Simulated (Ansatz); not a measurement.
# CCSD(T)/6-31G(d) (spherical functions) run of B3H3O3 (SMILES B1OBOBO1)

Aim: the energy change on altering one bond length of B3H3O3 at CCSD(T)/6-31G* (spherical functions), from 2 runs. 

The calculation is run with Ansatz 0.2.0.

53 further runs of the same task are left out: 3 that didn't finish, 50 set aside as unsound or not needed.

### 1 Starting point

B3H3O3 has 9 atoms, charge 0, and is taken as a singlet. SMILES: `B1OBOBO1`. The shape is that of a PBE0-D4/def2-TZVP optimisation. This is one conformer, not always the lowest.

Bond lengths: B1–O2 1.372 Å, O2–B3 1.372 Å, B3–O4 1.372 Å, O4–B5 1.372 Å, B1–O6 1.372 Å, B5–O6 1.372 Å, B1–H7 1.190 Å, B3–H8 1.190 Å, B5–H9 1.190 Å. Some angles: B1–O2–B3 120.3°, O2–B1–O6 119.7°, O2–B3–O4 119.7°, B3–O4–B5 120.3°, O4–B5–O6 119.7°, B1–O6–B5 120.3°, O2–B1–H7 120.2°, O6–B1–H7 120.2°, O2–B3–H8 120.2°, O4–B3–H8 120.2°.

### 2 A single-point energy at CCSD(T)/6-31G(d) (spherical functions)

job.yaml

```yaml
crystal:
  periodic: [false, false, false]
  atoms:
    - {symbol: B, position_ang: [1.301600, 0.115800, -0.424700]}
    - {symbol: O, position_ang: [0.612800, -1.053500, -0.624800]}
    - {symbol: B, position_ang: [-0.686900, -1.172700, -0.202300]}
    - {symbol: O, position_ang: [-1.297400, -0.115400, 0.423200]}
    - {symbol: B, position_ang: [-0.614800, 1.056900, 0.626900]}
    - {symbol: O, position_ang: [0.684600, 1.168900, 0.201600]}
    - {symbol: H, position_ang: [2.429300, 0.216200, -0.792600]}
    - {symbol: H, position_ang: [-1.281900, -2.188700, -0.377500]}
    - {symbol: H, position_ang: [-1.147300, 1.972500, 1.170100]}
basis:
  gaussian: {orbitals: 6-31G_st_-spherical.json}
correlation: {method: ccsd_t, frozen_orbitals: {B: 1, H: 0, O: 1}}
accuracy: high
scf: {omitted_lower_state_checks: [cluster_reference, increment]}
```

The basis set 6-31G* is read from a file made from the Basis Set Exchange's data (not shown).

On the command line:

```bash
$ ansatz run job.yaml --threads 1 --pin off --max-ram 3480MiB --events-out events.jsonl --progress --plain --runs-dir runs
```

What it wrote, cut to the lines that bear on the results:

```text
Warning: RAYON_NUM_THREADS=1 ignored (pool sized by the plan → 1); use --threads N
Functional definition: HF
  name "HF"
[...]
2137 factors; integrals over basis functions are off by at most 2.8e-9 eV
[...]
mean field -8182.39755732 eV, -300.6975640033 hartree, gradient 3.6e-8 eV, S^2 0.000000; 0 other end points of the search recorded, 0 dependent functions left out
6 core orbitals not correlated: weight in the atoms' cores, before any rotation towards them, 1.000 or more for the frozen orbitals, at most 0.000 for the correlated occupied ones
reference -8182.39755732 eV, -300.6975640033 hartree; 15, 15 occupied and 69, 69 virtual orbitals, 2137 factors
second order -19.82274258 eV of doubles, -0.00000000 eV of singles
cycle   1  -19.93204861 eV  change   -1.1e-1 eV  update   1.2e-1
[...]
cycle  18  -20.57801661 eV  change   -1.2e-9 eV  update   1.7e-9
perturbative correction -0.57337908 eV, -0.0210712924 hartree
Total energy: -8203.54895301 eV, -301.4748634578 hartree
Checks for a lower state left out: cluster_reference, increment
```

Run time: 29 s. Hardware: 1 thread of Arm Neoverse V1, shared host; peak memory 0.6 GiB.

### 3 The distorted shape at the same level

run.yaml

```yaml
basis:
  gaussian:
    orbitals: 6-31G_st_-spherical.json
crystal:
  periodic: [false, false, false]
  atoms:
    - {symbol: B, position_ang: [1.567835, -0.341975, -0.696285]}
    - {symbol: O, position_ang: [0.879035, -1.511275, -0.896385]}
    - {symbol: B, position_ang: [-0.420665, -1.630475, -0.473885]}
    - {symbol: O, position_ang: [-1.031165, -0.573175, 0.151615]}
    - {symbol: B, position_ang: [-0.348565, 0.599125, 0.355315]}
    - {symbol: O, position_ang: [0.950835, 0.711125, -0.069985]}
    - {symbol: H, position_ang: [2.695535, -0.241575, -1.064185]}
    - {symbol: H, position_ang: [-1.015665, -2.646475, -0.649085]}
    - {symbol: H, position_ang: [-1.147300, 1.972500, 1.170100]}
correlation:
  method: ccsd_t
  frozen_orbitals: {B: 1, H: 0, O: 1}
magnetization:
  spin_polarized: false
  initial_magnetization: 0
scf:
  omitted_lower_state_checks: [cluster_reference, increment]
accuracy: high
```

The basis set 6-31G* is read from a file made from the Basis Set Exchange's data (not shown).

On the command line:

```bash
$ ansatz run run.yaml --threads 1 --pin off --max-ram 3480MiB --events-out events.jsonl --progress --plain --runs-dir runs
```

What it wrote, cut to the lines that bear on the results:

```text
Warning: RAYON_NUM_THREADS=1 ignored (pool sized by the plan → 1); use --threads N
[... 2 set-up lines as earlier in the session ...]
[...]
2129 factors; integrals over basis functions are off by at most 3.0e-9 eV
[...]
mean field -8180.22822514 eV, -300.6178425161 hartree, gradient 2.9e-8 eV, S^2 0.000000; 0 other end points of the search recorded, 0 dependent functions left out
6 core orbitals not correlated: weight in the atoms' cores, before any rotation towards them, 1.000 or more for the frozen orbitals, at most 0.000 for the correlated occupied ones
reference -8180.22822514 eV, -300.6178425161 hartree; 15, 15 occupied and 69, 69 virtual orbitals, 2129 factors
second order -19.97698241 eV of doubles, -0.00000000 eV of singles
cycle   1  -20.11264150 eV  change   -1.4e-1 eV  update   1.2e-1
[...]
cycle  21  -20.86266266 eV  change  -7.8e-10 eV  update  5.6e-10
perturbative correction -0.61002589 eV, -0.0224180380 hartree
Total energy: -8201.70091369 eV, -301.4069492657 hartree
Checks for a lower state left out: cluster_reference, increment
```

It took 32 s on 1 thread of Arm Neoverse V1, shared host; peak memory 0.6 GiB.

### 4 Outcome

At CCSD(T)/6-31G* (spherical functions), 6 core orbitals frozen:

```
                                                         quantity          value
                                        first shape: total energy  -301.47486 Eh
         first shape: correlation energy (6 core orbitals frozen)     -777.3 mEh
                                      first shape: (T) correction     -21.07 mEh
                                       first shape: T1 diagnostic          0.016
                                    distorted shape: total energy  -301.40695 Eh
     distorted shape: correlation energy (6 core orbitals frozen)     -789.1 mEh
                                  distorted shape: (T) correction     -22.42 mEh
                                   distorted shape: T1 diagnostic          0.017
energy change with the B5–H9 bond stretched from 1.190 to 1.786 Å       1.848 eV
```

In words: With the B5–H9 bond stretched from 1.190 to 1.786 Å the energy rises by 1.85 eV (43 kcal/mol). The first shape isn't relaxed at this level, so the change isn't measured from a minimum. The triples (first shape) make up 2.7 % of the correlation energy. The triples (distorted shape) make up 2.8 % of the correlation energy.
